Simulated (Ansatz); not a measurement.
**Ca (Ca (110), 3 layers): a relaxation**

Aim: a sound relaxation of Ca (Ca (110), 3 layers). The structure is shown as the input types it.

Computed with Ansatz 0.2.0 (DFT, PBE, PAW with Ansatz's default frozen-core files, scalar-relativistic, unless a step's input says otherwise).

## Step 1: The starting structure

It takes space group Pmmm (No. 47, orthorhombic). Conventional cell: a = 3.907 Å, b = 5.525 Å, c = 23.907 Å, α = 90.00°, β = 90.00°, γ = 90.00°. Ca (site symmetry mm2) has 7 Ca at 3.91 Å in its first shell of neighbours. Ca (site symmetry mmm) is surrounded by 10 Ca at 3.91 Å.

Coordinates:

```
CELL_PARAMETERS angstrom
3.90706 0.00000 0.00000
0.00000 5.52541 0.00000
0.00000 0.00000 23.90710
ATOMIC_POSITIONS crystal
Ca 0.00000 0.00000 0.41829
Ca 0.50000 0.50000 0.50000
Ca 0.00000 0.00000 0.58171
```

## Step 2: Input and run

File input.yaml:

```yaml
crystal:
  lattice:
    - [3.9070577562, 0.0, 0.0]
    - [0.0, 5.5254140678, 0.0]
    - [0.0, 0.0, 23.9071]
  atoms:
    - { symbol: Ca, position: [0.0, 0.0, 0.4182866647] }
    - { symbol: Ca, position: [0.5, 0.5, 0.5] }
    - { symbol: Ca, position: [0.0, 0.0, 0.5817133353] }
kpoints:
  mp_grid: { grid: [11, 8, 1] }
scf:
  occupations: { method: fixed }
  max_iter: 75
hamiltonian:
  xc: pbe
  pseudopotentials: { kind: paw }
output:
  forces: true
  stress: true
  eigenvalues: true
relax:
  f_tol: 0.01
  max_steps: 40
efield:
  axis: 3
  amplitude: 0
  dipole_correction: true
```

Run with:

```console
> ansatz run input.yaml --threads 1 --pin off --max-ram 3584MiB --backend cpu --events-out ev --progress --plain --runs-dir out
```

Q: Will this input give a usable result? If not, why, and what should change?

The run converged and reported no error, with warnings (band overlap at count, metallic iterate, stress scf threshold loose). Its log warns: «output.stress: scf.convergence.dr2_threshold = 1e-7 eV (the SCF's general default) is looser than the 3e-10 eV advised for a printed stress (1e-10 eV for each atom of the ...»

In the input, scf.occupations.method is fixed; scf.occupations.width is missing. The risk: fixed occupations where they can't hold. The run converged, but that does not make its result sound.

The test: set scf.occupations.method to fermi_dirac and scf.occupations.width to 0.05.
